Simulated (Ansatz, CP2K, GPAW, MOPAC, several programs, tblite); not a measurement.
# Many methods on one cell: LiGeN (P6_3mc)

LiGeN (P6_3mc) from a database structure, relaxed with r2SCAN in Ansatz, was computed with several methods. Space group P6_3mc (No. 186), hexagonal; conventional cell a = 2.987 Å, c = 9.353 Å, 12.05 Å³ an atom. Li has 3 N at 2.17 Å; Ge has 3 N at 1.98 Å; N has 3 Ge at 1.98 Å and 3 Li at 2.17 Å. Calculated for a static, non-magnetic cell.

```
CELL_PARAMETERS angstrom
2.98707 0.00000 0.00000
-1.49353 2.58688 0.00000
0.00000 0.00000 9.35306
ATOMIC_POSITIONS crystal
Li 0.66667 0.33333 0.74318
Li 0.33333 0.66667 0.24318
Ge 0.00000 0.00000 0.49883
Ge 0.00000 0.00000 0.99883
N 0.33333 0.66667 0.60263
N 0.66667 0.33333 0.10263
```

Gaps and times are for a single point on this cell; volume and bulk modulus come from each method's own relaxation or energy curve at fixed shape, which is too stiff where a cell has free coordinates or axes. Times are rough, from shared hosts (Arm Neoverse V2), and each method has its own mesh and cell size. A double dagger marks a value from a curve with shape and coordinates held. A star marks a curve whose lowest point is an end point. PM6 (MOPAC), PM7 (MOPAC), GFN1-xTB (tblite), GFN2-xTB (tblite) treat a cluster of cells at its zone centre, which samples few k points: where these miss a band edge, the gap comes out too large for that reason alone. Gaps from k meshes are read at a limited set of points (mesh, symmetry points, PBE's band edges), so each method's own least gap may be somewhat smaller. xTB and the PM methods were fitted mostly to molecules, and can miss a solid's gap by electronvolts. Minimal bases can be far off for gaps. GLLB-SC's gap includes the derivative discontinuity. d marks a direct gap, i an indirect one (no mark: not told apart), a dash a value that wasn't computed or didn't pass its checks.

```
                          method              kind  gap (eV)  own volume (Å³/atom)  bulk modulus (GPa)  atoms computed  processor time
light PBE (260 eV, its own mesh)  light plane-wave    1.46 i                     –                   –               6           1.9 s
               GFN1-xTB (tblite)     tight binding      2.56                12.15‡                 96‡              96           7.2 s
                     PM6 (MOPAC)    semi-empirical      5.61                     –                   –              96           7.6 s
                     PM7 (MOPAC)    semi-empirical      5.46                     –                   –              96           7.6 s
                             PBE         semilocal    1.51 i                 12.38                 96‡               6           9.5 s
               GFN2-xTB (tblite)     tight binding      0.92                     –                   –              96            14 s
                  PBE/SZV (CP2K)       small basis    1.85 i               13.36*‡                   –               6            15 s
                  GLLB-SC (GPAW)   model potential      2.66                     –                   –               6            21 s
                          r2SCAN         semilocal    1.83 i                 12.05                108‡               6            22 s
                 PBE/DZVP (CP2K)       small basis    1.45 i                12.66‡                 92‡               6            31 s
```

Against r2SCAN (1.83 eV) the nearest gap at the points sampled is that of PBE/SZV (CP2K) (+0.02 eV) and the farthest that of PM6 (MOPAC) (+3.77 eV). r2SCAN is only a yardstick of convenience: semilocal gaps usually lie below measured ones, which GLLB-SC and hybrids aim to mend.

Volumes against r2SCAN's: PBE +2.7 %.

Spin-orbit coupling is left out.
